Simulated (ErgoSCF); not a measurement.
# InClF (SMILES [F][In][Cl]) at 3 levels

Aim: a comparison of 3 runs (UHF/STO-3G, UHF/3-21G, UB3LYP/STO-3G) of InClF. 

The results are computed with ErgoSCF 3.8.

1 further run of the same task is left out (set aside as unsound or not needed).

### Step 1. The molecule

InClF has 3 atoms, charge 0, and is taken as a doublet. As SMILES, `[F][In][Cl]`. The shape comes from GFN2-xTB, which is rough for such elements, and wasn't checked as a minimum.

Bond lengths: F1–In2 2.083 Å, In2–Cl3 2.427 Å. Angles: F1–In2–Cl3 118.3°.

### Step 2. A single-point energy at UHF/STO-3G (run 1)

Contents of job.ego:

```
# HF on ClFIn
set_nthreads(1)
molecule_inline
F     -0.24757302     3.59282290     0.23808659
In    -1.28456023    -0.08443296    -0.70732449
Cl     1.53213325    -3.50838993     0.46925679
EOF
scf.max_number_of_iterations = 120
basis = "STO-3G"
charge = 0
tmpdir = "."
scf.output_mulliken_pop = 1
spin_polarization = 1
scf.use_diagonalization = 1
run "HF"
```

The basis set STO-3G is read from a file made from the Basis Set Exchange's data (not shown).

Run with:

```bash
$ ergo < job.ego
```

What it wrote:

```text
[...]
INSC SCF_general constructor, number of basis functions: 41
[...]
INSC Energy   1 =      -6482.06536196509
[...]
INDE E_LUMO =          0.14444756088
[...]
INSC Energy  17 =      -6235.53919350822  ( diff     -0.000000000020918 )
[...]
RESC CONVERGED after  17 iterations.
RESC FINAL ENERGY:      -6235.53919350822
RESC FINAL <S2> =          0.81805381847
[...]
INSC SCF: dipole_moment_x [atomic units] =      -1.26793752
INSC SCF: dipole_moment_y [atomic units] =       0.67449317
INSC SCF: dipole_moment_z [atomic units] =      -0.61956075
[...]
```

It took 8.1 s on 1 thread of AMD EPYC 9R45 (Zen 5), shared host; peak memory 0.27 GiB.

### Step 3. The energy at UHF/3-21G (run 2)

Contents of ergo.in:

```
# ClFIn, HF
set_nthreads(1)
tmpdir = "."
spin_polarization = 1
scf.max_number_of_iterations = 120
basis = "3-21G"
scf.use_diagonalization = 1
scf.output_mulliken_pop = 1
molecule_inline
F   -0.24757302   3.59282290   0.23808659
In  -1.28456023  -0.08443296  -0.70732449
Cl   1.53213325  -3.50838993   0.46925679
EOF
run "HF"
```

The basis set 3-21G is read from a file made from the Basis Set Exchange's data (not shown).

Run with:

```bash
$ ergo ergo.in
```

What it wrote:

```text
[...]
INSC SCF_general constructor, number of basis functions: 53
[...]
INSC Energy   1 =      -5332.18528507895
[...]
INDE E_LUMO =         -0.04555108918
[...]
INSC Energy  22 =      -6271.01322574587  ( diff     -0.000000000019099 )
[...]
RESC CONVERGED after  22 iterations.
RESC FINAL ENERGY:      -6271.01322574587
RESC FINAL <S2> =          0.76092984592
[...]
INSC SCF: dipole_moment_x [atomic units] =      -1.48791477
INSC SCF: dipole_moment_y [atomic units] =       0.05340856
INSC SCF: dipole_moment_z [atomic units] =      -0.80361987
[...]
```

It took 13 s on 1 thread of AMD EPYC 9R45 (Zen 5), shared host; peak memory 0.27 GiB.

### Step 4. A single-point energy at UB3LYP/STO-3G (run 3)

Contents of ergo.in:

```
set_nthreads("env")
molecule_inline Angstrom
F       -0.131010       1.901240       0.125990
In      -0.679760      -0.044680      -0.374300
Cl       0.810770      -1.856560       0.248320
EOF
tmpdir = "."
scf.max_number_of_iterations = 120
spin_polarization = 1
scf.use_diagonalization = 1
XC.angint = 41
XC.radint = 1e-11
basis = "STO-3G"
XC.sparse_mode = 0
scf.output_mulliken_pop = 1
run "B3LYP-G"
```

The basis set STO-3G is read from a file made from the Basis Set Exchange's data (not shown).

Run with:

```bash
$ ergo < ergo.in
```

What it wrote:

```text
[...]
INDF Weighted mixed functional:
[...]
INSC Energy   1 =      -6475.79220425494
[...]
INDE E_LUMO =         -0.02339440003
[...]
INSC Energy  24 =      -6238.44195904805  ( diff     -0.000000000014552 )
[...]
RESC CONVERGED after  24 iterations.
RESC FINAL ENERGY:      -6238.44195904805
RESC FINAL <S2> =          0.75566663620
[...]
INSC SCF: dipole_moment_x [atomic units] =      -0.93563063
INSC SCF: dipole_moment_y [atomic units] =       0.74608618
INSC SCF: dipole_moment_z [atomic units] =      -0.43141733
[...]
```

Wall time 16 s (1 thread of AMD EPYC 9R45 (Zen 5), shared host); peak memory 0.27 GiB.

### Step 5. The series

```tsv
run	level	integration grid	radint	energy (Eh)	dipole moment (D)	⟨S²⟩	wall time
1	UHF/STO-3G	–	–	-6235.539194	3.98	0.818	8.1 s
2	UHF/3-21G	–	–	-6271.013226	4.30	0.761	13 s
3	UB3LYP/STO-3G	Turbo	1e-11	-6238.441959	3.23	0.756	16 s
```

### Step 6. Summary of results

```
            quantity           value
 run 3: total energy  -6238.44196 Eh
run 3: dipole moment          3.23 D
         run 3: ⟨S²⟩           0.756
```

What this shows: The dipole moment (its size) runs from 3.23 D (UB3LYP/STO-3G) to 4.30 D (UHF/3-21G). The two ends differ in method and basis. In runs 1, 3 the basis is minimal, so the values are rough. In runs 1, 2, 3 relativity is left out where basis or elements ask for it. All runs together took 37 s, the longest 16 s.
